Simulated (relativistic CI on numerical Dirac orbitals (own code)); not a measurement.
# Ti²⁺: M2,3 absorption multiplets

Wanted: the shape of the M2,3 absorption spectrum of Ti²⁺ in 4 surroundings, from the same atomic integrals.

The numbers are computed with relativistic CI on numerical Dirac orbitals (own code) version 1 (Dirac-Coulomb-Breit CI, KLI orbitals optimised for each configuration, model QED (radiative potential, 1s self-energy scaled to tabulated hydrogen-like ionisation energies), valence Slater integrals scaled by 0.9, multiplet model of core-to-valence dipole absorption in a parametric crystal field), except any that are marked as measured or tabulated.

### Step 1. What is computed

| Quantity | Value |
| --- | --- |
| ion | Ti²⁺ (Ti III) |
| nuclear charge | 22 |
| electrons | 20 |
| configurations | [Ar] 3d2 → [Ne] 3s2 3p5 3d3 |
| magnetising field for the dichroism, Lz and Sz | exchange field 10 meV on Sz; these come from the lowest magnetised state alone (0 K) |
| temperature of the isotropic spectrum | 300 K |
| widths | Lorentz 1.2 eV, Gauss 0.3 eV |
| surrounding 1 | D3d, 10Dq = 17500, Dsigma = -1070, Dtau = 150 cm⁻¹ |
| surrounding 2 | Td, 10Dq = -2800 cm⁻¹ |
| surrounding 3 | D4h, 10Dq = 10550, Ds = 1370, Dt = -340 cm⁻¹ |
| surrounding 4 | Oh, 10Dq = 12550 cm⁻¹ |

### Step 2. Surrounding 1: D3d, 10Dq = 17500, Dsigma = -1070, Dtau = 150

The run's settings:

```ini
atom Ti  Z=22  charge=2  electrons=20
nucleus A=48  rms_radius_fm=3.5921
hamiltonian dirac-coulomb  breit=on  qed=on  c_scale=1
orbitals kli  potential=per-configuration
slater_scale 0.9
correlation none
mixing on
configurations
  [Ar] 3d2
  [Ne] 3s2 3p5 3d3
end
absorption M2,3 T=300 lorentz=1.2 gauss=0.3
crystal_field D3d 10Dq=17500 Dsigma=-1070 Dtau=150
```

### Step 3. Surrounding 2: Td, 10Dq = -2800

The settings differ from step 2 so:

```diff
@@ -12,2 +12,2 @@
 absorption M2,3 T=300 lorentz=1.2 gauss=0.3
-crystal_field D3d 10Dq=17500 Dsigma=-1070 Dtau=150
+crystal_field Td 10Dq=-2800
```

### Step 4. Surrounding 3: D4h, 10Dq = 10550, Ds = 1370, Dt = -340

The settings differ from step 3 so:

```diff
@@ -12,2 +12,2 @@
 absorption M2,3 T=300 lorentz=1.2 gauss=0.3
-crystal_field Td 10Dq=-2800
+crystal_field D4h 10Dq=10550 Ds=1370 Dt=-340
```

### Step 5. Surrounding 4: Oh, 10Dq = 12550

The settings differ from step 4 so:

```diff
@@ -12,2 +12,2 @@
 absorption M2,3 T=300 lorentz=1.2 gauss=0.3
-crystal_field D4h 10Dq=10550 Ds=1370 Dt=-340
+crystal_field Oh 10Dq=12550
```

(Steps that only read results are left out.)

Before running it: what results should come out? Wanted: highest peak, first run; ground spin; core spin-orbit splitting.

As calculated:

| surrounding | ground S | Lz (0 K) | Sz (0 K) | centroid (eV) | share of the lower edge | up to four highest peaks (% of the highest), eV |
| --- | --- | --- | --- | --- | --- | --- |
| 1: D3d | 1.00 | 0.03 | -1.00 | 45.64 | - | 38.2 (9), 43.0 (78), 47.8 (100), 51.2 (31) |
| 2: Td | 1.00 | 0.15 | -1.00 | 45.47 | - | 38.5 (12), 41.8 (62), 47.0 (100), 49.8 (50) |
| 3: D4h | 1.00 | 0.00 | -1.00 | 45.61 | - | 40.2 (16), 42.5 (81), 47.8 (100), 51.0 (35) |
| 4: Oh | 1.00 | 1.40 | -1.00 | 45.55 | - | 39.5 (12), 42.5 (66), 47.5 (100), 50.5 (36) |

| quantity | value |
| --- | --- |
| highest peak, first run | 47.8 eV |
| ground spin (effective S from ⟨S²⟩) | 1.00 |
| core spin-orbit splitting (without Breit) | 0.65 eV |

What this shows: The position of the maximum differs by up to 0.8 eV between the surroundings, by shifts of peaks or by peaks exchanging rank. Edge positions are free-ion values and differ from those in solids by a few eV or more.
